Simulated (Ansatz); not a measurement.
**C₃H₉BOS: a ladder of functionals and wavefunction methods**

One table from this session's results is given with a row withheld; the runs are named, their logs left out.

Program: Ansatz 0.2.0, Gaussian basis. Level of theory: functionals in def2-TZVPP, the program's frozen cores in correlated methods. These are calculated values, not measurements.

Plan: PBE-D4, r2SCAN-D4, PBE0-D4, B3LYP-D4, ωB97X-V, ωB97M-V, B2PLYP; CCSD(T)/def2-TZVPP; MP2/def2-QZVPP; extrapolation to the limit.

**The geometry**

An earlier PBE0-D4 in a triple-zeta def2 set relaxation fixed the geometry.

15 atoms, charge 0, spin multiplicity 1.

Atoms are counted from 1 here; the program's logs count them from 0.

Bond lengths: C1–C2 1.512 Å, C1–H7 1.092 Å, C1–H8 1.092 Å, C1–H9 1.093 Å, C2–C3 1.512 Å, C2–O4 1.431 Å, C2–H10 1.097 Å, C3–H11 1.092 Å, C3–H12 1.093 Å, C3–H13 1.092 Å, O4–B5 1.343 Å, B5–S6 1.804 Å, B5–H14 1.199 Å, S6–H15 1.344 Å. Angles: C2–C1–H7 110.4°, C2–C1–H8 110.8°, C2–C1–H9 110.3°, H7–C1–H8 108.4°, H7–C1–H9 108.5°, H8–C1–H9 108.4°, C1–C2–C3 112.9°, C1–C2–O4 108.3°, C1–C2–H10 109.5°, C3–C2–O4 108.2°, C3–C2–H10 109.6°, O4–C2–H10 108.2°, C2–C3–H11 110.4°, C2–C3–H12 110.3°, C2–C3–H13 110.8°, H11–C3–H12 108.5°, H11–C3–H13 108.4°, H12–C3–H13 108.4° and more.

The first run:

The input, in.yaml:

```yaml
crystal:
  periodic: [false, false, false]
  atoms:
    - {symbol: C, position_ang: [1.533192, -0.128886, -0.788137]}
    - {symbol: C, position_ang: [0.039750, -0.101033, -0.551800]}
    - {symbol: C, position_ang: [-0.610783, -1.452170, -0.745488]}
    - {symbol: O, position_ang: [-0.195310, 0.319927, 0.795458]}
    - {symbol: B, position_ang: [-0.846812, 1.459760, 1.077895]}
    - {symbol: S, position_ang: [-1.125772, 1.969102, 2.785382]}
    - {symbol: H, position_ang: [1.751377, -0.448457, -1.809481]}
    - {symbol: H, position_ang: [1.968224, 0.860671, -0.636175]}
    - {symbol: H, position_ang: [2.012871, -0.826344, -0.097416]}
    - {symbol: H, position_ang: [-0.424457, 0.629855, -1.225095]}
    - {symbol: H, position_ang: [-0.453917, -1.807264, -1.766313]}
    - {symbol: H, position_ang: [-0.180871, -2.181939, -0.055437]}
    - {symbol: H, position_ang: [-1.685141, -1.395017, -0.561323]}
    - {symbol: H, position_ang: [-1.269462, 2.183322, 0.219790]}
    - {symbol: H, position_ang: [-0.512898, 0.918463, 3.358139]}
basis:
  gaussian: {orbitals: def2-TZVPP}
hamiltonian: {xc: pbe, dispersion: d4}
output: {forces: true, orbitals: {seedname: orbitals}}
```

Run with:

```bash
ansatz run in.yaml --threads 2 --pin off --events-out ev --progress --plain --max-ram 32768MiB --backend cuda --devices 0, --max-vram 18GiB
```

Among the steps run: PBE-D4 (GGA); r2SCAN-D4 (meta-GGA); PBE0-D4 (hybrid); B3LYP-D4 (hybrid); ωB97X-V (range-separated); ωB97M-V (range-separated); B2PLYP (double hybrid); CCSD(T) in def2-TZVPP; MP2 in def2-QZVPP.

One of the session's tables, all rows but one given; the rest of the session is left out.

| method | atomisation energy (eV) |
| --- | --- |
| PBE-D4 | 61.993 |
| r2SCAN-D4 | ? |
| PBE0-D4 | 61.119 |
| B3LYP-D4 | 60.835 |
| ωB97X-V | 60.942 |
| ωB97M-V | 61.076 |
| B2PLYP | 60.232 |
| HF/def2-TZVPP | 45.588 |
| MP2/def2-TZVPP | 60.228 |
| CCSD/def2-TZVPP | 58.560 |
| CCSD(T)/def2-TZVPP | 59.370 |
| MP2/CBS | 61.581 |
| CCSD(T)/CBS | 60.723 |

**Question.** Estimate the row for r2SCAN-D4.

**Answer.** atomisation energy (eV): 61.110. In the column «atomisation energy (eV)» it lies between ωB97M-V (61.076) and PBE0-D4 (61.119).

To keep in mind: Free atoms (3 C, 1 O, 1 B, 1 S, 9 H) were run apart at each level; the atomisation energy is their sum less the molecule, without zero-point or spin-orbit terms.
